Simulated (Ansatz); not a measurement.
Debugging a rigid scan of one bond angle of C2H3NSe, SMILES [SeH]C1=NC1 (Ansatz 0.2.0, Python API).

`bend_c2h3nse.py`:
```python
"""Bending curve of C2H3NSe."""

import ansatz as az
from ase import Atoms

XC = "b3lyp"
FMAX = 0.02

atoms = Atoms(["Se", "C", "N", "C", "H", "H", "H"], positions=[
    (-1.2893, -0.1967, -1.685),
    (-0.1944, -0.3622, -0.1749),
    (0.1045, -1.0008, 1.0137),
    (0.9721, 0.0129, 0.5354),
    (-2.1892, 0.8634, -0.9486),
    (0.7739, 0.966, 1.1004),
    (1.8839, -0.3507, 0.1132),
])

# relax first, so that the scan starts from a minimum
first = az.Crystal.molecule_from_ase(atoms).calculation()
first = first.functional(XC)
first = first.relax(force_tolerance=FMAX, max_steps=30)
atoms.positions = first.run().report["positions_ang"]

rows = []
for angle in [90, 100, 110, 120, 135, 150, 165, 179]:
    bent = atoms.copy()
    bent.set_angle(1, 0, 4, angle, indices=[4])
    base = az.Crystal.molecule_from_ase(bent).calculation()
    base = base.functional(XC)
    rows.append((angle, base.run().report["free_energy_ev"]))
floor = min(e for _, e in rows)
for angle, e in rows:
    print(f"angle C1-Se0-H4 = {angle:3d} deg   {1000 * (e - floor):9.1f} meV")
```

```console
$ python bend_c2h3nse.py
Traceback (most recent call last):
  File "bend_c2h3nse.py", line 23, in <module>
    atoms.positions = first.run().report["positions_ang"]
                      ~~~~~~~~~^^
  ...
ansatz.RefusalError: crystal.periodic: [false, false, false] — plane waves serve no molecule in free space; run it in a periodic box (the manual's SCF settings, § Molecules in a box). Leave crystal.periodic out and type crystal.lattice, kpoints, scf.occupations.method, an open shell's moments and, for an ion, output.charged_corrections. Or set basis.gaussian
$ echo $?
1
```
(Library frames cut from the traceback.)

What is wrong, and how is it mended?

The fault: no basis is stated. The correction:

```diff
--- before
+++ after
@@ -5,2 +5,3 @@
 
+BASIS_SET = "def2-SVP"
 XC = "b3lyp"
@@ -20,4 +21,5 @@
 first = az.Crystal.molecule_from_ase(atoms).calculation()
+first = first.basis(gaussian=BASIS_SET)
 first = first.functional(XC)
-first = first.relax(force_tolerance=FMAX, max_steps=30)
+first = first.relax(force_tolerance=FMAX, max_steps=80)
 atoms.positions = first.run().report["positions_ang"]
@@ -29,2 +31,3 @@
     base = az.Crystal.molecule_from_ase(bent).calculation()
+    base = base.basis(gaussian=BASIS_SET)
     base = base.functional(XC)
```

The mended script runs so:

```console
$ python bend_c2h3nse.py
angle C1-Se0-H4 =  90 deg         0.0 meV
angle C1-Se0-H4 = 100 deg        25.5 meV
angle C1-Se0-H4 = 110 deg       202.1 meV
angle C1-Se0-H4 = 120 deg       513.2 meV
angle C1-Se0-H4 = 135 deg      1195.7 meV
angle C1-Se0-H4 = 150 deg      2068.8 meV
angle C1-Se0-H4 = 165 deg      2959.3 meV
angle C1-Se0-H4 = 179 deg      3379.5 meV
```

Reading the output:
- The scan is rigid, and the energies are electronic, in a modest basis. The zero is the lowest point of the grid, which needn't be the minimum.
- b3lyp holds the VWN-RPA fit, as in Gaussian; the form of ORCA and Turbomole is b3lyp5.
- Hardware and time: 62 s on 1 thread of Arm Neoverse V2 (shared host), peak memory 0.26 GiB.
